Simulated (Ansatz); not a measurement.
**CuTe (CsCl type): one cell, many starting occupations (series 2), part 1 of 2**

DFT+U has many self-consistent solutions. How far apart do the states of CuTe (CsCl type) lie when only the starting occupations change? Cell and atoms stay fixed. The cell was built by placing the elements on the sites of a structure type; the runs don't test whether it is the stable form.

Method: DFT r²SCAN+U (U_eff = 2 eV on Cu d), plane waves, PAW, in Ansatz 0.2.0.

## Step 1: The structure to begin with

Symmetry: Pm-3m, No. 221, cubic system. The conventional cell has a = 3.475 Å, b = 3.475 Å, c = 3.475 Å, α = 90.00°, β = 90.00°, γ = 90.00°. Cu (site symmetry m-3m) is surrounded by 8 Te at 3.01 Å. Te (site symmetry m-3m) has 8 Cu at 3.01 Å as nearest neighbours.

Coordinates:

```
CELL_PARAMETERS angstrom
3.47530 0.00000 3.47530
0.00000 3.47530 3.47530
0.00000 0.00000 6.95061
ATOMIC_POSITIONS crystal
Cu 0.00000 0.00000 0.00000
Te 0.50000 0.50000 0.75000
Cu 0.00000 0.00000 0.50000
Te 0.50000 0.50000 0.25000
```

Magnetic order typed: antiferromagnetic, doubled cell 1/2 1/2 1/2.

The runs: random orbitals: single harmonics, second filling; random orbitals: fully mixed, first filling; random orbitals: single harmonics, first filling; random orbitals: fully mixed, one electron more; random orbitals: drawn by pairs, first filling.

An earlier series on this cell reached its lowest free state from «random orbitals: fully mixed, first filling», perhaps among other starts (it ended without moments).

## Step 2: Random orbitals: single harmonics, second filling

input.yaml reads:

```yaml
crystal:
  lattice:
    - [3.47530364, 0.0, 3.47530364]
    - [0.0, 3.47530364, 3.47530364]
    - [0.0, 0.0, 6.95060728]
  atoms:
    - { symbol: Cu, position: [0.0, 0.0, 0.0], spin: 1.0 }
    - { symbol: Te, position: [0.5, 0.5, 0.75] }
    - { symbol: Cu, position: [0.0, 0.0, 0.5], spin: -1.0 }
    - { symbol: Te, position: [0.5, 0.5, 0.25] }
basis:
  ecutwfc: 500
  ecutrho_ratio: 4
kpoints:
  mp_grid: { grid: [6, 6, 6] }
hamiltonian:
  xc: r2scan
  hubbard:
    sites:
      - { site: 0, l: d, u_eff: 2.0, starting_ns: [{ spin: up, occupation_matrix: s0up }, { spin: down, occupation_matrix: s0down }] }
      - { site: 2, l: d, u_eff: 2.0, starting_ns: [{ spin: up, occupation_matrix: s2up }, { spin: down, occupation_matrix: s2down }] }
    occupation_matrices:
      s0up:
        matrix:
          - [0.97, 0.0, 0.0, 0.0, 0.0]
          - [0.0, 0.97, 0.0, 0.0, 0.0]
          - [0.0, 0.0, 0.97, 0.0, 0.0]
          - [0.0, 0.0, 0.0, 0.97, 0.0]
          - [0.0, 0.0, 0.0, 0.0, 0.97]
      s0down:
        matrix:
          - [0.97, 0.0, 0.0, 0.0, 0.0]
          - [0.0, 0.02, 0.0, 0.0, 0.0]
          - [0.0, 0.0, 0.97, 0.0, 0.0]
          - [0.0, 0.0, 0.0, 0.97, 0.0]
          - [0.0, 0.0, 0.0, 0.0, 0.97]
      s2up:
        matrix:
          - [0.97, 0.0, 0.0, 0.0, 0.0]
          - [0.0, 0.97, 0.0, 0.0, 0.0]
          - [0.0, 0.0, 0.97, 0.0, 0.0]
          - [0.0, 0.0, 0.0, 0.97, 0.0]
          - [0.0, 0.0, 0.0, 0.0, 0.02]
      s2down:
        matrix:
          - [0.97, 0.0, 0.0, 0.0, 0.0]
          - [0.0, 0.97, 0.0, 0.0, 0.0]
          - [0.0, 0.0, 0.97, 0.0, 0.0]
          - [0.0, 0.0, 0.0, 0.97, 0.0]
          - [0.0, 0.0, 0.0, 0.0, 0.97]
    ns_hold: { iters: 12 }
scf:
  occupations: { method: gaussian, width: 0.05 }
  lower_state_search: "off"
  max_iter: 150
output:
  forces: true
  stress: true
  eigenvalues: true
  populations: true
  hubbard: { sites: [{ site: 0, l: d }, { site: 2, l: d }] }
magnetization:
  spin_polarized: true
```

The typed matrices put 0.97 on the chosen orbitals and 0.02 on the others, and are held for 12 cycles.

Launch:

```sh
> ansatz run input.yaml --threads 4 --pin off --max-ram 6144MiB --backend cpu --events-out ev --progress --plain --runs-dir out
```

Output, shortened:

```text
Warning: crystal.symmetry: narrowed to the stabiliser of the occupation matrices — unitary ops 48 → 8, anti-unitary 48 → 8; lowered by the specified shells (site 0, l: d), (site 2, l: d); largest admitted image defect 1.1e-15, smallest excluded 9.5e-1 — at a splitting's scale: the group [...]
Warning: RAYON_NUM_THREADS=4 ignored (pool sized by the plan → 4); use --threads N
Cu: projections on atomic orbitals take those of the free atom [Ne] 3s2 3p6 3d10 4s1, of charge +0.00 (hamiltonian.pseudopotentials.projection_atoms); the dataset's partial waves leave at most 2.0e-6 of an orbital's norm unspanned inside its sphere
Te: projections on atomic orbitals take those of the free atom [Kr] 4d10 5s2 5p4, of charge +0.00 (hamiltonian.pseudopotentials.projection_atoms); the dataset's partial waves leave at most 7.8e-6 of an orbital's norm unspanned inside its sphere
[...]
Pseudopotentials: kind: paw
Pseudopotential: Cu, paw, valence charge 19, recommended cutoff 500 eV (meta_gga), Cu.paw.azcp
Pseudopotential: Te, paw, valence charge 16, recommended cutoff 500 eV (meta_gga), Te.paw.azcp
Functional definition: r2SCAN
[...]
Crystal: 4 atoms, lattice volume = 83.948 Å³
Basis set: ecut = 500 eV, 2109 PW (Γ), exchange–correlation on 144×144×216 points (64 copies of the dense FFT grid, shifted against one another)
Bands: 44, of which v1, the nominal top of the filled ones, is band 35 counted from 1 (34 counted from 0)
Symmetry: 8 space group operations
k-points: 46 of 216
[...]
Starting moments: Σ|m| = 2 μB on 2 of 4 sites
[...]
SCF iter   1: F=—  HF=-27248.264636 eV  |F-HF|=—  |Δ(HF+E_count)|=         —  Δρ=6.08e-2 (↑6.08e-2 ↓6.08e-2)  dr2=7.88e0  dr2_τ=1.95e-2  dr2_m=7.73e-1  M=0.000 μB ∫|m|=1.190 μB  β_m=0.30  ethr=3.10e-3  ⟨swp⟩=6.2  Hψ=15005  notcnv=0  defer=29
[...]
WARN: the starting moments were not kept: the SCF closed with an absolute magnetisation of 1.8e-5 μB, where they sum to 2 μB in size (2 sites). That is at most 0.1 of that sum. Measured as dr2_m measures the in/out step, that magnetisation stands 3.1e-11 eV from none, at or under the [...]
WARN: hamiltonian.hubbard: on 2 of 4 specified blocks the occupation matrix of this SCF's result fails the test of the specified filling. At site 0 ↓ (sites count from 0 in the list of atoms of the cell that this SCF solves) the least filled combination of the orbitals specified full has [...]
  atom   1  Cu     0.00000000     0.00000000     0.00000000
  atom   2  Te     0.00000000    -0.00000000     0.00000000
  atom   3  Cu    -0.00000000     0.00000000     0.00000000
  atom   4  Te     0.00000000     0.00000000     0.00000000
[...]
--- Stress (GPa, compression-positive) ---
       -2.053789       0.000000       0.000000
        0.000000      -2.053779       0.000000
        0.000000       0.000000      -2.053780
  P = ⅓ Tr σ = -2.0538 GPa (-20.538 kbar)
--- Band table (eV; the first three rows and the last of 92) ---
[...]
Occupation matrices written to <dir>
--- Löwdin populations: 4 sites ---
  site symbol       q [e]    m [muB]
     0     Cu     18.5431     0.0000
     1     Te     16.2981    -0.0000
     2     Cu     18.5431    -0.0000
     3     Te     16.2981    -0.0000
  spilling = 0.004537 (of n_electrons = 70.000000)
--- Occupation matrices: 2 shells (run DFT+U table (all-electron-ortho-atomic); ε = 9.35e-4) ---
  Cu0 d_3D: site group Oh (m-3m)
  Cu0 d_3D up     Tr n = 4.9269  λ = 0.979 0.979 0.979 0.995 0.995  [3× xz 0.33 (T2g 1.00) T2g(1.00) | 2× z2 0.50 (Eg 1.00) Eg(1.00)]
  Cu0 d_3D dn     Tr n = 4.9269  λ = 0.979 0.979 0.979 0.995 0.995  [3× xz 0.33 (T2g 1.00) T2g(1.00) | 2× z2 0.50 (Eg 1.00) Eg(1.00)]
  specified occupation → Cu0 d_3D up: matrix, ‖Δ‖_F = 0.0390, Tr Δ = -0.0769, displaced = 0.0385, d_λ = 0.0390; orbital distance = 0.0000
  specified occupation → Cu0 d_3D dn: matrix, ‖Δ‖_F = 0.9595, Tr Δ = -1.0269, displaced = 0.5135, d_λ = 0.9595; orbital distance = 0.8165
  Cu2 d_3D: site group Oh (m-3m)
  Cu2 d_3D up     Tr n = 4.9269  λ = 0.979 0.979 0.979 0.995 0.995  [3× xz 0.33 (T2g 1.00) T2g(1.00) | 2× z2 0.50 (Eg 1.00) Eg(1.00)]
  Cu2 d_3D dn     Tr n = 4.9269  λ = 0.979 0.979 0.979 0.995 0.995  [3× xz 0.33 (T2g 1.00) T2g(1.00) | 2× z2 0.50 (Eg 1.00) Eg(1.00)]
  specified occupation → Cu2 d_3D up: matrix, ‖Δ‖_F = 0.9595, Tr Δ = -1.0269, displaced = 0.5135, d_λ = 0.9595; orbital distance = 0.8165
  specified occupation → Cu2 d_3D dn: matrix, ‖Δ‖_F = 0.0390, Tr Δ = -0.0769, displaced = 0.0385, d_λ = 0.0390; orbital distance = 0.0000
  Tr n, λ and their labels are of the run-group-symmetrised matrices; stabiliser: 192 of 192 elements of G0×{1,Θ} (closed), max defect 1.0e-6 at τ = 2.0e-4
```

Wall time 61 s (4 threads of Arm Neoverse N1, shared host); peak memory 1.1 GiB.

End state: no gap, pressure -2.1 GPa, no moment over 0.05 μB in any sphere, largest force component 0.00 eV/Å, 8 symmetry operations imposed. The program reports that the typed filling wasn't kept.

The shells' filling, with natural orbitals sorted by occupation:

```
         shell  channel  electrons  over 0.8  0.2 to 0.8  under 0.2
Cu 3d (atom 1)       up       4.93         5           0          0
Cu 3d (atom 1)     down       4.93         5           0          0
```

## Step 3: Random orbitals: fully mixed, first filling

input.yaml: that of step 2 with these lines changed.

```diff
@@ -31,14 +31,14 @@
         matrix:
-          - [0.97, 0.0, 0.0, 0.0, 0.0]
-          - [0.0, 0.02, 0.0, 0.0, 0.0]
-          - [0.0, 0.0, 0.97, 0.0, 0.0]
-          - [0.0, 0.0, 0.0, 0.97, 0.0]
-          - [0.0, 0.0, 0.0, 0.0, 0.97]
+          - [0.32176, 0.1423, -0.33203, -0.24507, 0.07115]
+          - [0.1423, 0.93876, 0.07288, 0.0538, -0.01562]
+          - [-0.33203, 0.07288, 0.79994, -0.12552, 0.03644]
+          - [-0.24507, 0.0538, -0.12552, 0.87735, 0.0269]
+          - [0.07115, -0.01562, 0.03644, 0.0269, 0.96219]
       s2up:
         matrix:
-          - [0.97, 0.0, 0.0, 0.0, 0.0]
-          - [0.0, 0.97, 0.0, 0.0, 0.0]
-          - [0.0, 0.0, 0.97, 0.0, 0.0]
-          - [0.0, 0.0, 0.0, 0.97, 0.0]
-          - [0.0, 0.0, 0.0, 0.0, 0.02]
+          - [0.87891, -0.24387, -0.0617, 0.0999, -0.07052]
+          - [-0.24387, 0.31705, -0.16521, 0.26747, -0.18881]
+          - [-0.0617, -0.16521, 0.9282, 0.06767, -0.04777]
+          - [0.0999, 0.26747, 0.06767, 0.86043, 0.07734]
+          - [-0.07052, -0.18881, -0.04777, 0.07734, 0.91541]
       s2down:
```

The typed matrices put 0.97 on the chosen orbitals and 0.02 on the others, and are held for 12 cycles.

Launch:

```sh
> ansatz run input.yaml --threads 4 --pin off --max-ram 6144MiB --backend cpu --events-out ev --progress --plain --runs-dir out
```

Output, shortened:

```text
Warning: crystal.symmetry: narrowed to the stabiliser of the occupation matrices — unitary ops 48 → 2, anti-unitary 48 → 0; lowered by the specified shells (site 0, l: d), (site 2, l: d); largest admitted image defect 4.4e-16, smallest excluded 5.3e-1 — at a splitting's scale: the group [...]
Warning: RAYON_NUM_THREADS=4 ignored (pool sized by the plan → 4); use --threads N
Cu: projections on atomic orbitals take those of the free atom [Ne] 3s2 3p6 3d10 4s1, of charge +0.00 (hamiltonian.pseudopotentials.projection_atoms); the dataset's partial waves leave at most 2.0e-6 of an orbital's norm unspanned inside its sphere
Te: projections on atomic orbitals take those of the free atom [Kr] 4d10 5s2 5p4, of charge +0.00 (hamiltonian.pseudopotentials.projection_atoms); the dataset's partial waves leave at most 7.8e-6 of an orbital's norm unspanned inside its sphere
[...]
[... 4 set-up lines as earlier in the session ...]
[...]
Crystal: 4 atoms, lattice volume = 83.948 Å³
[...]
WARN: hamiltonian.hubbard: on 2 of 4 specified blocks the occupation matrix of this SCF's result fails the test of the specified filling. At site 0 ↓ (sites count from 0 in the list of atoms of the cell that this SCF solves) the least filled combination of the orbitals specified full has [...]
  spilling = 0.004537 (of n_electrons = 70.000000)
--- Occupation matrices: 2 shells (run DFT+U table (all-electron-ortho-atomic); ε = 5.67e-4) ---
  Cu0 d_3D: site group Oh (m-3m)
  Cu0 d_3D up     Tr n = 4.9220  λ = 0.977 0.977 0.977 0.995 0.995  [3× xz 0.33 (T2g 1.00) T2g(1.00) | 2× z2 0.50 (Eg 1.00) Eg(1.00)]
  Cu0 d_3D dn     Tr n = 4.9319  λ = 0.980 0.980 0.980 0.995 0.995  [3× xz 0.33 (T2g 1.00) T2g(1.00) | 2× z2 0.50 (Eg 1.00) Eg(1.00)]
  specified occupation → Cu0 d_3D up: matrix, ‖Δ‖_F = 0.0379, Tr Δ = -0.0720, displaced = 0.0360, d_λ = 0.0379; orbital distance = 0.0000
  specified occupation → Cu0 d_3D dn: matrix, ‖Δ‖_F = 0.9727, Tr Δ = -1.0319, displaced = 0.5159, d_λ = 0.9611; orbital distance = 1.0893
  Cu2 d_3D: site group Oh (m-3m)
  Cu2 d_3D up     Tr n = 4.9220  λ = 0.977 0.977 0.977 0.995 0.995  [3× xz 0.33 (T2g 1.00) T2g(1.00) | 2× z2 0.50 (Eg 1.00) Eg(1.00)]
  Cu2 d_3D dn     Tr n = 4.9319  λ = 0.980 0.980 0.980 0.995 0.995  [3× xz 0.33 (T2g 1.00) T2g(1.00) | 2× z2 0.50 (Eg 1.00) Eg(1.00)]
  specified occupation → Cu2 d_3D up: matrix, ‖Δ‖_F = 0.9616, Tr Δ = -1.0220, displaced = 0.5110, d_λ = 0.9578; orbital distance = 0.8986
  specified occupation → Cu2 d_3D dn: matrix, ‖Δ‖_F = 0.0402, Tr Δ = -0.0819, displaced = 0.0409, d_λ = 0.0402; orbital distance = 0.0000
  Tr n, λ and their labels are of the run-group-symmetrised matrices; stabiliser: 96 of 192 elements of G0×{1,Θ} (closed), max defect 1.8e-7 at τ = 1.2e-4
```

Run time: 2.6 min. Hardware: 4 threads of Arm Neoverse N1, shared host; peak memory 1.5 GiB.

End state: no gap, pressure -2.0 GPa, moments in spheres Te -0.05 μB, largest force component 0.00 eV/Å, 2 symmetry operations imposed. The program reports that the typed filling wasn't kept.

How the shells are filled (orbitals counted by the eigenvalues of the occupation matrices):

```
         shell  channel  electrons  over 0.8  0.2 to 0.8  under 0.2
Cu 3d (atom 1)       up       4.92         5           0          0
Cu 3d (atom 1)     down       4.93         5           0          0
```

## Step 4: Random orbitals: single harmonics, first filling

input.yaml: that of step 3 with these lines changed.

```diff
@@ -31,14 +31,14 @@
         matrix:
-          - [0.32176, 0.1423, -0.33203, -0.24507, 0.07115]
-          - [0.1423, 0.93876, 0.07288, 0.0538, -0.01562]
-          - [-0.33203, 0.07288, 0.79994, -0.12552, 0.03644]
-          - [-0.24507, 0.0538, -0.12552, 0.87735, 0.0269]
-          - [0.07115, -0.01562, 0.03644, 0.0269, 0.96219]
+          - [0.97, 0.0, 0.0, 0.0, 0.0]
+          - [0.0, 0.97, 0.0, 0.0, 0.0]
+          - [0.0, 0.0, 0.02, 0.0, 0.0]
+          - [0.0, 0.0, 0.0, 0.97, 0.0]
+          - [0.0, 0.0, 0.0, 0.0, 0.97]
       s2up:
         matrix:
-          - [0.87891, -0.24387, -0.0617, 0.0999, -0.07052]
-          - [-0.24387, 0.31705, -0.16521, 0.26747, -0.18881]
-          - [-0.0617, -0.16521, 0.9282, 0.06767, -0.04777]
-          - [0.0999, 0.26747, 0.06767, 0.86043, 0.07734]
-          - [-0.07052, -0.18881, -0.04777, 0.07734, 0.91541]
+          - [0.97, 0.0, 0.0, 0.0, 0.0]
+          - [0.0, 0.97, 0.0, 0.0, 0.0]
+          - [0.0, 0.0, 0.02, 0.0, 0.0]
+          - [0.0, 0.0, 0.0, 0.97, 0.0]
+          - [0.0, 0.0, 0.0, 0.0, 0.97]
       s2down:
```

The typed matrices put 0.97 on the chosen orbitals and 0.02 on the others, and are held for 12 cycles.

Launch:

```sh
> ansatz run input.yaml --threads 4 --pin off --max-ram 6144MiB --backend cpu --events-out ev --progress --plain --runs-dir out
```

Output, shortened:

```text
Warning: crystal.symmetry: narrowed to the stabiliser of the occupation matrices — unitary ops 48 → 16, anti-unitary 48 → 16; lowered by the specified shells (site 0, l: d), (site 2, l: d); largest admitted image defect 1.1e-15, smallest excluded 9.5e-1 — at a splitting's scale: the group [...]
Warning: RAYON_NUM_THREADS=4 ignored (pool sized by the plan → 4); use --threads N
Cu: projections on atomic orbitals take those of the free atom [Ne] 3s2 3p6 3d10 4s1, of charge +0.00 (hamiltonian.pseudopotentials.projection_atoms); the dataset's partial waves leave at most 2.0e-6 of an orbital's norm unspanned inside its sphere
Te: projections on atomic orbitals take those of the free atom [Kr] 4d10 5s2 5p4, of charge +0.00 (hamiltonian.pseudopotentials.projection_atoms); the dataset's partial waves leave at most 7.8e-6 of an orbital's norm unspanned inside its sphere
[...]
[... 4 set-up lines as earlier in the session ...]
[...]
Crystal: 4 atoms, lattice volume = 83.948 Å³
Basis set: ecut = 500 eV, 2109 PW (Γ), exchange–correlation on 144×144×216 points (64 copies of the dense FFT grid, shifted against one another)
[...]
WARN: the starting moments were not kept: the SCF closed with an absolute magnetisation of 2.0e-5 μB, where they sum to 2 μB in size (2 sites). That is at most 0.1 of that sum. Measured as dr2_m measures the in/out step, that magnetisation stands 3.1e-11 eV from none, at or under the [...]
WARN: hamiltonian.hubbard: on 2 of 4 specified blocks the occupation matrix of this SCF's result fails the test of the specified filling. At site 0 ↓ (sites count from 0 in the list of atoms of the cell that this SCF solves) the least filled combination of the orbitals specified full has [...]
     0     Cu     18.5431     0.0000
     1     Te     16.2981     0.0000
     2     Cu     18.5431    -0.0000
     3     Te     16.2981     0.0000
  spilling = 0.004537 (of n_electrons = 70.000000)
--- Occupation matrices: 2 shells (run DFT+U table (all-electron-ortho-atomic); ε = 1.52e-3) ---
  Cu0 d_3D: site group Oh (m-3m)
  Cu0 d_3D up     Tr n = 4.9269  λ = 0.979 0.979 0.979 0.995 0.995  [3× xz 0.33 (T2g 1.00) T2g(1.00) | 2× z2 0.50 (Eg 1.00) Eg(1.00)]
  Cu0 d_3D dn     Tr n = 4.9269  λ = 0.979 0.979 0.979 0.995 0.995  [3× xz 0.33 (T2g 1.00) T2g(1.00) | 2× z2 0.50 (Eg 1.00) Eg(1.00)]
  specified occupation → Cu0 d_3D up: matrix, ‖Δ‖_F = 0.0390, Tr Δ = -0.0769, displaced = 0.0385, d_λ = 0.0390; orbital distance = 0.0000
  specified occupation → Cu0 d_3D dn: matrix, ‖Δ‖_F = 0.9595, Tr Δ = -1.0269, displaced = 0.5135, d_λ = 0.9595; orbital distance = 0.8165
  Cu2 d_3D: site group Oh (m-3m)
  Cu2 d_3D up     Tr n = 4.9269  λ = 0.979 0.979 0.979 0.995 0.995  [3× xz 0.33 (T2g 1.00) T2g(1.00) | 2× z2 0.50 (Eg 1.00) Eg(1.00)]
  Cu2 d_3D dn     Tr n = 4.9269  λ = 0.979 0.979 0.979 0.995 0.995  [3× xz 0.33 (T2g 1.00) T2g(1.00) | 2× z2 0.50 (Eg 1.00) Eg(1.00)]
  specified occupation → Cu2 d_3D up: matrix, ‖Δ‖_F = 0.9595, Tr Δ = -1.0269, displaced = 0.5135, d_λ = 0.9595; orbital distance = 0.8165
  specified occupation → Cu2 d_3D dn: matrix, ‖Δ‖_F = 0.0390, Tr Δ = -0.0769, displaced = 0.0385, d_λ = 0.0390; orbital distance = 0.0000
  Tr n, λ and their labels are of the run-group-symmetrised matrices; stabiliser: 192 of 192 elements of G0×{1,Θ} (closed), max defect 4.2e-7 at τ = 3.2e-4
```

Run time: 31 s. Hardware: 4 threads of Arm Neoverse N1, shared host; peak memory 0.94 GiB.

Result: no gap, pressure -2.1 GPa, no moment over 0.05 μB in any sphere, largest force component 0.00 eV/Å, 16 symmetry operations imposed. The program reports that the typed filling wasn't kept.

The shells' filling, with natural orbitals sorted by occupation:

```
         shell  channel  electrons  over 0.8  0.2 to 0.8  under 0.2
Cu 3d (atom 1)       up       4.93         5           0          0
Cu 3d (atom 1)     down       4.93         5           0          0
```

(Continued in part 2 of 2.)
